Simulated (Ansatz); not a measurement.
# GaNi3, space group Pm-3m: a check of PAW against all-electron LAPW

With Ansatz 0.2.0, Python API.

Contents of `POSCAR_gani3`:
```text
GaNi3
1.0
   3.53653842    0.00000000    0.00000000
   0.00000000    3.53653842    0.00000000
   0.00000000    0.00000000    3.53653842
Ga Ni
1 3
Direct
   0.00000000    0.00000000    0.00000000
   0.50000000    0.00000000    0.50000000
   0.00000000    0.50000000    0.50000000
   0.50000000    0.50000000    0.00000000
```

Notebook, run cell by cell (the value of a cell's last expression is shown):

```python
import ansatz
from ase.io import read
import numpy as np
```

```python
def count_gap(report):
    # lowest empty less highest filled band, counting bands; zero where they overlap
    return max(report.get('gap_by_band_count_ev') or 0.0, 0.0)
```

```python
atoms = read('POSCAR_gani3', format='vasp')
gani3 = ansatz.Crystal.from_ase(atoms).moments(Ni=1.5)
```

```python
job = (
    gani3.calculation()
    .occupations(ansatz.OccupationsMethod.FERMI_DIRAC)
    .spin('collinear')
    .functional('pbesol')
    .kpoints(7)
    .stress()
    .forces()
    .band_table()
)
variants = {
    'PAW': job.pseudopotentials('paw'),
    'LAPW': job.pseudopotentials('all_electron', lapw=True),
}
# totals differ by the cores that each treatment holds, so compare what does not depend on them
rows = []
for label, variant in variants.items():
    rep = variant.run().report
    levels = np.array(rep['eigenvalues_ev'][0]) - rep['fermi_energy_ev']
    print(label, 'levels at the first k-point near E_F:', np.round(levels[np.abs(levels) < 5], 3))
    rows.append((label, rep['n_electrons'], np.trace(rep['stress_gpa']) / 3, count_gap(rep), rep['magnetization_mub']))
print('     treatment  electrons in bands           P GPa  gap by band count eV      moment muB')
for row in rows:
    print(f'{str(row[0]):>14s}  {row[1]:18.1f}  {row[2]:14.3f}  {row[3]:20.3f}  {row[4]:14.3f}')
```

    DeckWarning: basis.ecutwfc = 420 eV, auto-derived from the records' recommended cutoffs: set by Ga (normal level)
    RunWarning: the starting moments were not kept: the SCF closed with an absolute magnetisation of 2.8e-1 μB, where they sum to 4.5 μB in size (3 sites). That is at most 0.1 of that sum. The system's moment may be that small; this SCF shows only that its start [...]
    PAW levels at the first k-point near E_F: [-4.563 -3.351 -3.351 -3.173 -3.173 -3.173 -1.205 -1.205 -1.205 -0.454
     -0.454 -0.133  0.1    0.1    0.1    0.501  0.501  0.501]
    LAPW levels at the first k-point near E_F: [-4.566 -3.356 -3.356 -3.184 -3.184 -3.184 -1.212 -1.212 -1.212 -0.464
     -0.464 -0.143  0.083  0.083  0.083  0.499  0.499  0.499]
         treatment  electrons in bands           P GPa  gap by band count eV      moment muB
               PAW                67.0          -1.270                 0.000           0.242
              LAPW                75.0          -1.231                 0.000           0.294

PAW gives -1.270 GPa and LAPW -1.231 GPa, 0.039 GPa apart. They took 9.6 and 79.5 s of processor time.

Caveats:
- The SCF didn't keep the moments it started from (some shrank, vanished or turned); what is printed is the state reached.
- For a metal this k-point mesh is coarse: on a finer one energies can move by several to tens of meV an atom and pressures by half a GPa or more, differences at one mesh by less.
- A gap by band count of zero or less means overlapping bands, a metal.
- The structure comes from a database of computed cells and needn't be a stable or known phase.
- Gaps and levels are Kohn-Sham values on a finite set of k-points, without spin-orbit coupling.
- Warnings are shown shortened and without file and line.
- Pressure is positive in compression; the treatments may keep other shells as core, so totals and counts of electrons can differ.
- Run time: 90 s on 1 thread of Arm Neoverse V1, on a shared host, peak memory 0.9 GiB.
